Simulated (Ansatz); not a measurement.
**CHGe (sextet): wave-function methods side by side, cc-pVDZ**

Aim: climb from Hartree-Fock through coupled cluster and multireference methods for CHGe (sextet) at one geometry and basis, and see what each rung misses.

The runs use Ansatz 0.2.0, Gaussian basis; cc-pVDZ, core rule «outside noble gas», up to 15 orbitals frozen.

The runs, in order: UHF; CCSD(T) on ROHF; CCSD(T) on UHF; BCCD(T) on ROHF; CISD; CCSDT(Q) on ROHF; CCSDT(Q) on UHF; CCSDTQ on ROHF; CCSDTQ on UHF; CASSCF and MRCISD+Q, 9 electrons in 9 orbitals; CASSCF and NEVPT2, 9 electrons in 9 orbitals.

5 further runs of the same task are left out: 5 set aside as unsound or not needed.

## Step 1: What is computed

The geometry is a PBE0/def2-TZVP stationary point (not a proven minimum) of the parent state, kept for this charge and spin. No spin-orbit coupling is included. The filled d shell of Ge may be among the frozen orbitals whatever the setting's name suggests; the logs give the count.

3 atoms, charge 0, spin multiplicity 6.

Atoms are counted from 1 here; the program's logs count them from 0.

Bond lengths: Ge1–C2 1.947 Å, Ge1–H3 1.603 Å. Angles: C2–Ge1–H3 96.1°.

## Step 2: UHF

The input, in.yaml:

```yaml
crystal:
  periodic: [false, false, false]
  atoms:
    - {symbol: Ge, position_ang: [0.000000, -0.030607, 0.269863]}
    - {symbol: C, position_ang: [0.000000, 0.054648, -1.674902]}
    - {symbol: H, position_ang: [0.000000, 1.554553, 0.509831]}
basis:
  gaussian: {orbitals: cc-pVDZ}
magnetization: {spin_polarized: true, initial_magnetization: 5}
hamiltonian: {xc: hf}
output: {orbitals: {seedname: orbitals}}
```

Run with:

```
$ ansatz run in.yaml --threads 1 --pin off --events-out ev --progress --plain --max-ram 4096MiB --backend cpu
```

Further steps of the session: CCSD(T) on ROHF; CCSD(T) on UHF; BCCD(T) on ROHF; CISD; CCSDT(Q) on ROHF; CCSDT(Q) on UHF; CCSDTQ on ROHF; CCSDTQ on UHF; CASSCF and MRCISD+Q, 9 electrons in 9 orbitals; CASSCF and NEVPT2, 9 electrons in 9 orbitals.

**Question.** What will the summary of the whole plan be? Wanted: UCCSDTQ below the RHF energy; RMP2 from UCCSDTQ; UMP2 from UCCSDTQ; RCCSD from UCCSDTQ; RCCSD(T) from UCCSDTQ; UCCSD(T) from UCCSDTQ; RCCSDT(Q) from UCCSDTQ; UCCSDT(Q) from UCCSDTQ; NEVPT2 valence from UCCSDTQ.

The runs gave:

| quantity | value |
| --- | --- |
| UCCSDTQ below the RHF energy | -4.0675 eV |
| RMP2 from UCCSDTQ | +969.5 meV |
| UMP2 from UCCSDTQ | +947.4 meV |
| RCCSD from UCCSDTQ | +146.0 meV |
| RCCSD(T) from UCCSDTQ | +47.7 meV |
| UCCSD(T) from UCCSDTQ | +32.6 meV |
| RCCSDT(Q) from UCCSDTQ | +15.7 meV |
| UCCSDT(Q) from UCCSDTQ | +0.9 meV |
| NEVPT2 valence from UCCSDTQ | +782.1 meV |
| MRCISD+Q valence from UCCSDTQ | +68.4 meV |
| levels within 1 kcal/mol (43 meV) | UCCSD(T), RCCSDT, UCCSDT, RCCSDT(Q), UCCSDT(Q), RCCSDTQ |
| T1 diagnostic | 0.032 |
| effectively unpaired electrons | 5.01 |

**Reading.** RCCSD(T) lands +47.7 meV from the yardstick (1.2 % of the correlation energy). One determinant dominates. Of the multireference levels listed MRCISD+Q valence comes nearest in total energy (+68.4 meV), which doesn't show that its space is the better one. These misses are within one basis, not against nature; the frozen cores of restricted and unrestricted runs differ, which can shift their rows.
